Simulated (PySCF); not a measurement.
# C3H8GeO2Si: electronic excitations

Wanted: the electronic excitations of C3H8GeO2Si (`O=[C]1C[C@H](O[SiH3])[GeH2]1`), by calculation.

Programs: PySCF 2.14.0, with density-fitted response routines of our own. Each step states its level of theory. These are calculated values for one molecule in the gas phase, unless marked as measured. Atoms count from 0, in the outputs and in this text.

## 1. The starting structure

15 atoms, charge 0, multiplicity 1; geometry from: GFN2-xTB.

Bonds of the start (Å): O0–C1 1.19, C1–C2 1.51, C2–C3 1.54, C3–O4 1.40, O4–Si5 1.62, C3–Ge6 2.03, Ge6–C1 2.04, C2–H7 1.09, C2–H8 1.09, C3–H9 1.09, Si5–H10 1.47, Si5–H11 1.47, Si5–H12 1.45, Ge6–H13 1.52, Ge6–H14 1.51.

## 2. TDDFT and polarisability: wB97X-D/def2-SVPD

The job: settings as JSON, then the geometry in Å.

```
{"job": {"kind": "uv", "xc": "wB97X-D", "basis": "def2-SVPD", "nstates": 8, "ntriplets": 3}, "charge": 0, "multiplicity": 1}
O     -2.781474     1.899992     0.680114
C     -1.973330     1.058148     0.438825
C     -0.479454     1.063434     0.674430
C     -0.075119    -0.384442     0.336462
O      0.841912    -0.458263    -0.719999
Si     2.462155    -0.383505    -0.651218
Ge    -1.956379    -0.847452    -0.285521
H     -0.227350     1.380236     1.686839
H     -0.010971     1.760670    -0.023227
H      0.318475    -0.909325     1.211544
H      2.916752     0.909154    -0.125447
H      2.979007    -1.436784     0.228108
H      2.758834    -0.578355    -2.059521
H     -2.740292    -1.979194     0.360794
H     -2.037179    -1.086324    -1.774096
```

With the program's defaults for keys left out, this is: TDDFT wB97X-D/def2-SVPD, vertical, gas phase, core orbitals frozen in the response.

Run with:

```console
OMP_NUM_THREADS=1 python probes_run.py task.json out
```

This one command runs all jobs of the session in turn.

Predict these results of the whole session: lowest singlet (wB97X-D/def2-SVPD); brightest single state of those computed; lowest triplet.

The runs gave:

```
                                quantity                        value
      lowest singlet (wB97X-D/def2-SVPD)  3.37 eV (368 nm), f = 0.001
brightest single state of those computed  state 3, 5.76 eV, f = 0.071
                          lowest triplet                      2.82 eV
```

**Reading.** The lowest singlet, at 3.37 eV, is HOMO→LUMO 0.95 and is weak; of the 8 states computed, the strongest absorption comes from state 3 at 5.76 eV. The lowest triplet lies 0.55 eV below the lowest singlet (triplets in Tamm-Dancoff, singlets in full TDDFT).
